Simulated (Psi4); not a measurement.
**C2H3BF (SMILES [H]/[C]=C\BF): U-revPBE/aug-cc-pVDZ**

Aim: the vertical ionisation energy of C2H3BF at U-revPBE/aug-cc-pVDZ, from 2 runs. 

Program for the calculation: Psi4 1.11.

2 further runs of the same task are left out: 2 set aside as unsound or not needed.

**1. The system as given**

The species is C2H3BF (7 atoms), meant as a doublet with charge 0. SMILES: `[H]/[C]=C\BF`. The coordinates come from a GFN2-xTB relaxation.

Bond lengths: C1–C2 1.304 Å, C2–B3 1.562 Å, B3–F4 1.315 Å, C1–H5 1.069 Å, C2–H6 1.086 Å, B3–H7 1.173 Å. Angles: C1–C2–B3 124.4°, C2–B3–F4 119.5°, C1–C2–H6 119.3°, B3–C2–H6 116.4°, C2–C1–H5 134.9°, C2–B3–H7 123.4°, F4–B3–H7 117.1°.

**2. Energy and gradient at U-revPBE/aug-cc-pVDZ**

The input, job.py:

```python
import psi4

psi4.set_memory(1600000000)
psi4.set_num_threads(1)
psi4.set_output_file('psi4.out', False)

m = psi4.geometry("""
0 2
C
C 1 1.303864
B 2 1.561505 1 124.39497
F 3 1.315002 2 119.53004 1 -0.69262
H 1 1.069203 2 134.92081 3 0.11765
H 2 1.085714 1 119.25256 5 179.92473
H 3 1.173257 4 117.0795 2 -179.83906
symmetry c1
no_reorient
no_com
""")

psi4.set_options({
    'basis': 'aug-cc-pVDZ',
    'reference': 'uks',
    'puream': True,
    'e_convergence': 1e-09,
    'd_convergence': 1e-08,
    'scf_type': 'pk',
    'dft_radial_points': 99,
    'dft_spherical_points': 590,
    'maxiter': 200,
})

e, wfn = psi4.gradient("revpbe", molecule=m, return_wfn=True)
psi4.oeprop(wfn, "WIBERG_LOWDIN_INDICES", "MAYER_INDICES", "MULLIKEN_CHARGES", title="REVPBE")
print('gradient / Eh bohr^-1')
print(e.np.round(6))
print(f'energy = {wfn.energy():.10f} Eh')
for k, v in sorted(psi4.core.scalar_variables().items()):
    print(f'{k:45s} {v:18.10f}')
```

Started as:

```sh
$ python job.py
```

psi4.out:

```text
Psi4 1.11 release

gradient() will perform analytic gradient computation.

   => Loading Basis Set <=

    Name: AUG-CC-PVDZ
    Role: ORBITAL
    Keyword: BASIS

         ---------------------------------------------------------
                                   SCF
                              UKS Reference
                        1 Threads,   1525 MiB Core
         ---------------------------------------------------------

  ==> Geometry <==

    Molecular point group: c1
    Full point group: C1

    Geometry (in Angstrom), charge = 0, multiplicity = 2:

       Center              X                  Y                   Z               Mass
    ------------   -----------------  -----------------  -----------------  -----------------
         C            0.004317452832     1.090462001904    -1.310422032877    12.000000000000
         C            0.004317452832     1.090462001904    -0.006558032877    12.000000000000
         B            0.004317452832    -0.198034294546     0.875527654036    11.009305360000
         F           -0.009513627462    -1.379147543628     0.297591278588    18.998403162730
         H            0.002762871008     0.333378684994    -2.065417059178     1.007825032230
         H            0.007506947046     2.037714058023     0.523987214111     1.007825032230
         H            0.019093121499    -0.177524456129     2.048512314717     1.007825032230

  Running in c1 symmetry.

  Rotational constants: A =      0.71161  B =      0.19767  C =      0.15470 [cm^-1]
  Rotational constants: A =  21333.48883  B =   5925.93538  C =   4637.74024 [MHz]
  Nuclear repulsion =   91.471298101819457

  Charge       = 0
  Multiplicity = 2
  Electrons    = 29
  Nalpha       = 15
  Nbeta        = 14

  ==> Algorithm <==

  SCF Algorithm Type is PK.
  DIIS enabled.
  MOM disabled.
  Fractional occupation disabled.
  Guess Type is SAD.
  Energy threshold   = 1.00e-09
  Density threshold  = 1.00e-08
  Integral threshold = 1.00e-12

  ==> Primary Basis <==

  Basis Set: AUG-CC-PVDZ
    Blend: AUG-CC-PVDZ
    Number of shells: 51
    Number of basis functions: 119
    Number of Cartesian functions: 127
    Spherical Harmonics?: true
    Max angular momentum: 2

  ==> DFT Potential <==

   => LibXC <=

    Version 7.1.2

   => Composite Functional: REVPBE <=

    revPBE GGA Exchange-Correlation Functional

    Deriv               =              1
    GGA                 =           TRUE
    Meta                =          FALSE

    Exchange Hybrid     =          FALSE
    MP2 Hybrid          =          FALSE

   => Exchange Functionals <=

    1.0000   XC_GGA_X_PBE_R

   => Correlation Functionals <=

    1.0000     XC_GGA_C_PBE

   => LibXC Density Thresholds  <==

    XC_GGA_C_PBE:  1.00E-12
    XC_GGA_X_PBE_R:  1.00E-15

   => Molecular Quadrature <=

    Radial Scheme          =       TREUTLER
    Pruning Scheme         =           NONE
    Nuclear Scheme         =       TREUTLER

    Blocking Scheme        =         OCTREE
    BS radius alpha        =              1
    Pruning alpha          =              1
    Radial Points          =             99
    Spherical Points       =            590
    Total Points           =         393585
    Total Blocks           =           2841
    Max Points             =            256
    Max Functions          =            119
    Weights Tolerance      =       1.00E-15

  ==> Integral Setup <==

  Using in-core PK algorithm.
   Calculation information:
      Number of atoms:                   7
      Number of AO shells:              51
      Number of primitives:            121
      Number of atomic orbitals:       127
      Number of basis functions:       119

      Integral cutoff                 1.00e-12
      Number of threads:                 1

  Performing in-core PK
  Using 50986740 doubles for integral storage.
  We computed 878982 shell quartets total.
  Whereas there are 879801 unique shell quartets.

  ==> DiskJK: Disk-Based J/K Matrices <==

    J tasked:                  Yes
    K tasked:                   No
    wK tasked:                  No
    Memory [MiB]:             1029
    Schwarz Cutoff:          1E-12

  Cached 8.3% of DFT collocation blocks in 0.107 [GiB].

  Minimum eigenvalue in the overlap matrix is 7.2938570287E-05.
  Reciprocal condition number of the overlap matrix is 7.7010589938E-06.
    Using symmetric orthogonalization.

  ==> Pre-Iterations <==

  SCF Guess: Superposition of Atomic Densities via on-the-fly atomic UHF (no occupation information).

   -------------------------
    Irrep   Nso     Nmo
   -------------------------
     A        119     119
   -------------------------
    Total     119     119
   -------------------------

  ==> Iterations <==

                        Total Energy        Delta E     RMS |[F,P]|

   @UKS iter SAD:  -201.89082151561354   -2.01891e+02   0.00000e+00
   @UKS iter   1:  -202.24654974304437   -3.55728e-01   6.71466e-03 ADIIS/DIIS
   @UKS iter   2:  -201.74337337689380    5.03176e-01   9.61873e-03 ADIIS/DIIS
   @UKS iter   3:  -202.58644685955943   -8.43073e-01   1.64572e-03 ADIIS/DIIS
   @UKS iter   4:  -202.57810065994661    8.34620e-03   1.98744e-03 ADIIS/DIIS
   @UKS iter   5:  -202.61134245866035   -3.32418e-02   1.15387e-04 ADIIS/DIIS
   @UKS iter   6:  -202.61144873039257   -1.06272e-04   4.88724e-05 DIIS
   @UKS iter   7:  -202.61146912191811   -2.03915e-05   2.51007e-05 DIIS
   @UKS iter   8:  -202.61147346857234   -4.34665e-06   1.23305e-05 DIIS
   @UKS iter   9:  -202.61147490235663   -1.43378e-06   3.41650e-06 DIIS
   @UKS iter  10:  -202.61147530815734   -4.05801e-07   1.13075e-06 DIIS
   @UKS iter  11:  -202.61147533606493   -2.79076e-08   2.65944e-07 DIIS
   @UKS iter  12:  -202.61147533684328   -7.78357e-10   6.82416e-08 DIIS
   @UKS iter  13:  -202.61147533689177   -4.84874e-11   1.03687e-08 DIIS
   @UKS iter  14:  -202.61147533689262   -8.52651e-13   3.18110e-09 DIIS
  Energy and wave function converged.
[... 8 lines left out ...]
   @Spin Contamination Metric:   8.699183766E-03
   @S^2 Expected:                7.500000000E-01
   @S^2 Observed:                7.586991838E-01
   @S   Expected:                5.000000000E-01
   @S   Observed:                5.000000000E-01
[... 36 lines left out ...]
    Final Occupation by Irrep:
[... 6 lines left out ...]
  @UKS Final Energy:  -202.61147533689262
[... 3 lines left out ...]
    Nuclear Repulsion Energy =             91.4712981018194569
    One-Electron Energy =                -457.2710016710564105
    Two-Electron Energy =                 189.5756664179849338
    DFT Exchange-Correlation Energy =     -26.3874381856405940
    Empirical Dispersion Energy =           0.0000000000000000
    VV10 Nonlocal Energy =                  0.0000000000000000
    Total Energy =                       -202.6114753368926245
[... 23 lines left out ...]
 Dipole X            :         -0.0306179            0.0323842            0.0017663
 Dipole Y            :         -3.3736907            3.5462845            0.1725938
 Dipole Z            :          0.6422197           -0.6403113            0.0019084
[... 93 lines left out ...]
    Weights Tolerance      =       1.00E-15
[... 45 lines left out ...]
                 6                   7

    1    -0.08456162262631    -0.01615287102903
    2     0.85920539459104     0.05433820904221
    3    -0.12145838145331     0.49532825877491
    4     0.01155729910506     0.21416383476676
    5    -0.00880998301993     0.00276649055621
    6     0.00000000000000     0.00161693319463
    7     0.00161693319463     0.00000000000000

  Alpha Contribution:
  Irrep: 1 Size: 7 x 7

                 1                   2                   3                   4                   5

    1     0.00000000000000     0.57394579400232    -0.00751849668667     0.04391498829559     0.44764761738296
    2     0.57394579400232     0.00000000000000     0.64473201170616    -0.00194672661980    -0.06585136007947
    3    -0.00751849668667     0.64473201170616     0.00000000000000     0.29737661141095    -0.01678551914163
    4     0.04391498829559    -0.00194672661980     0.29737661141095     0.00000000000000     0.00087612389267
    5     0.44764761738296    -0.06585136007947    -0.01678551914163     0.00087612389267     0.00000000000000
    6    -0.05400521656171     0.42111872614188    -0.06733698786957     0.00513317092369    -0.00152530082901
    7    -0.01053048958527     0.02774413184141     0.25472335100054     0.10732265650647     0.00272233465578

                 6                   7

    1    -0.05400521656171    -0.01053048958527
    2     0.42111872614188     0.02774413184141
    3    -0.06733698786957     0.25472335100054
    4     0.00513317092369     0.10732265650647
    5    -0.00152530082901     0.00272233465578
    6     0.00000000000000     0.00213197309874
    7     0.00213197309874     0.00000000000000

  Beta Contribution:
  Irrep: 1 Size: 7 x 7

                 1                   2                   3                   4                   5

    1     0.00000000000000     0.76435568403642     0.05033768444206     0.03855338096945     0.43555504542902
    2     0.76435568403642     0.00000000000000     0.62018747058464    -0.00449188946673    -0.08505816504674
    3     0.05033768444206     0.62018747058464     0.00000000000000     0.29133364614057    -0.01640423913433
    4     0.03855338096945    -0.00449188946673     0.29133364614057     0.00000000000000     0.00222331739960
    5     0.43555504542902    -0.08505816504674    -0.01640423913433     0.00222331739960     0.00000000000000
    6    -0.03055640606460     0.43808666844916    -0.05412139358374     0.00642412818137    -0.00728468219092
    7    -0.00562238144377     0.02659407720080     0.24060490777437     0.10684117826030     0.00004415590043

                 6                   7

    1    -0.03055640606460    -0.00562238144377
    2     0.43808666844916     0.02659407720080
    3    -0.05412139358374     0.24060490777437
    4     0.00642412818137     0.10684117826030
    5    -0.00728468219092     0.00004415590043
    6     0.00000000000000    -0.00051503990411
    7    -0.00051503990411     0.00000000000000

  Atomic Valences:

 #  #
 Irrep: 1
      1:    2.246077204215799
      2:    3.359416422750060
      3:    2.237129046643337
      4:    0.893560585894122
      5:    0.696159328238363
      6:    0.657549639791176
      7:    0.752060855305686

  Wiberg Bond Indices using Orthogonal Lowdin Orbitals:

  Total Bond Index:
  Irrep: 1 Size: 7 x 7

                 1                   2                   3                   4                   5

    1     0.00000000000000     2.25167634223225     0.45561902747797     0.07912523052989     1.04196792302847
    2     2.25167634223225     0.00000000000000     1.13738426705324     0.23589043993409     0.32451355368229
    3     0.45561902747797     1.13738426705324     0.00000000000000     1.92519638571321     0.06411597412850
    4     0.07912523052989     0.23589043993409     1.92519638571321     0.00000000000000     0.01609458817552
    5     1.04196792302847     0.32451355368229     0.06411597412850     0.01609458817552     0.00000000000000
    6     0.32616731934399     0.89422623232778     0.19973542420894     0.01761727835916     0.02683535846526
    7     0.03932955431054     0.20814769920036     0.83359731241914     0.18382002245314     0.00436638366887

                 6                   7

    1     0.32616731934399     0.03932955431054
    2     0.89422623232778     0.20814769920036
    3     0.19973542420894     0.83359731241914
    4     0.01761727835916     0.18382002245314
    5     0.02683535846526     0.00436638366887
    6     0.00000000000000     0.02491279341869
    7     0.02491279341869     0.00000000000000

  Alpha Contribution:
  Irrep: 1 Size: 7 x 7

                 1                   2                   3                   4                   5

    1     0.00000000000000     1.22152586570462     0.22229450843596     0.03887807618092     0.58549097998037
    2     1.22152586570462     0.00000000000000     0.57264379435678     0.11845095167721     0.17344050566244
    3     0.22229450843596     0.57264379435678     0.00000000000000     0.96515475613384     0.03158945988402
    4     0.03887807618092     0.11845095167721     0.96515475613384     0.00000000000000     0.00831156592800
    5     0.58549097998037     0.17344050566244     0.03158945988402     0.00831156592800     0.00000000000000
    6     0.16398203867613     0.45743238380846     0.10002891272834     0.00919520226776     0.01472097483084
    7     0.01876345150529     0.10153796532142     0.42444828131589     0.09243454736232     0.00204601526174

                 6                   7

    1     0.16398203867613     0.01876345150529
    2     0.45743238380846     0.10153796532142
    3     0.10002891272834     0.42444828131589
    4     0.00919520226776     0.09243454736232
    5     0.01472097483084     0.00204601526174
    6     0.00000000000000     0.01225516721689
    7     0.01225516721689     0.00000000000000

  Beta Contribution:
  Irrep: 1 Size: 7 x 7

                 1                   2                   3                   4                   5

    1     0.00000000000000     1.03015047652763     0.23332451904201     0.04024715434898     0.45647694304810
    2     1.03015047652763     0.00000000000000     0.56474047269646     0.11743948825688     0.15107304801986
    3     0.23332451904201     0.56474047269646     0.00000000000000     0.96004162957938     0.03252651424448
    4     0.04024715434898     0.11743948825688     0.96004162957938     0.00000000000000     0.00778302224752
    5     0.45647694304810     0.15107304801986     0.03252651424448     0.00778302224752     0.00000000000000
    6     0.16218528066786     0.43679384851932     0.09970651148060     0.00842207609140     0.01211438363442
    7     0.02056610280525     0.10660973387894     0.40914903110325     0.09138547509081     0.00232036840713

                 6                   7

    1     0.16218528066786     0.02056610280525
    2     0.43679384851932     0.10660973387894
    3     0.09970651148060     0.40914903110325
    4     0.00842207609140     0.09138547509081
    5     0.01211438363442     0.00232036840713
    6     0.00000000000000     0.01265762620180
    7     0.01265762620180     0.00000000000000

  Atomic Valences:

 #  #
 Irrep: 1
      1:    4.193885396923116
      2:    5.051838534430008
      3:    4.615648391000995
      4:    2.457743945165007
      5:    1.477893781148909
      6:    1.489494406123811
      7:    1.294173765470724
```

The script printed:

```text
Memory set to   1.490 GiB by Python driver.
  Threads set to 1 by Python driver.
gradient / Eh bohr^-1
[[-1.6000e-05 -1.0160e-02  1.9954e-02]
 [ 7.4000e-05  1.6270e-03 -2.7936e-02]
 [-3.0000e-04 -2.6034e-02  2.7140e-03]
 [ 4.4400e-04  3.5682e-02  1.6312e-02]
 [ 3.9000e-05  1.3667e-02  1.6407e-02]
 [-6.9000e-05 -1.2943e-02 -7.3220e-03]
 [-1.6800e-04 -1.8120e-03 -2.0119e-02]]
energy = -202.6114753369 Eh
CURRENT ENERGY                                   -202.6114753369
CURRENT REFERENCE ENERGY                         -202.6114753369
DD SOLVATION ENERGY                                 0.0000000000
DFT FUNCTIONAL TOTAL ENERGY                      -202.6114753369
DFT TOTAL ENERGY                                 -202.6114753369
DFT VV10 ENERGY                                     0.0000000000
DFT XC ENERGY                                     -26.3874381856
GRID ELECTRONS ALPHA                               15.0000002522
GRID ELECTRONS BETA                                14.0000002744
GRID ELECTRONS TOTAL                               29.0000005266
NUCLEAR REPULSION ENERGY                           91.4712981018
ONE-ELECTRON ENERGY                              -457.2710016711
PCM POLARIZATION ENERGY                             0.0000000000
PE ENERGY                                           0.0000000000
SCF ITERATION ENERGY                             -202.6114753369
SCF ITERATIONS                                     14.0000000000
SCF TOTAL ENERGY                                 -202.6114753369
TWO-ELECTRON ENERGY                               189.5756664180
XC GRID RADIAL POINTS                              99.0000000000
XC GRID SPHERICAL POINTS                          590.0000000000
XC GRID TOTAL POINTS                           393585.0000000000
```

It took 77 s on 1 thread of Intel Xeon Platinum 8375C at 2.90GHz (Ice Lake), shared host; peak memory 0.74 GiB.

(Part 1 of 2 ends here.)
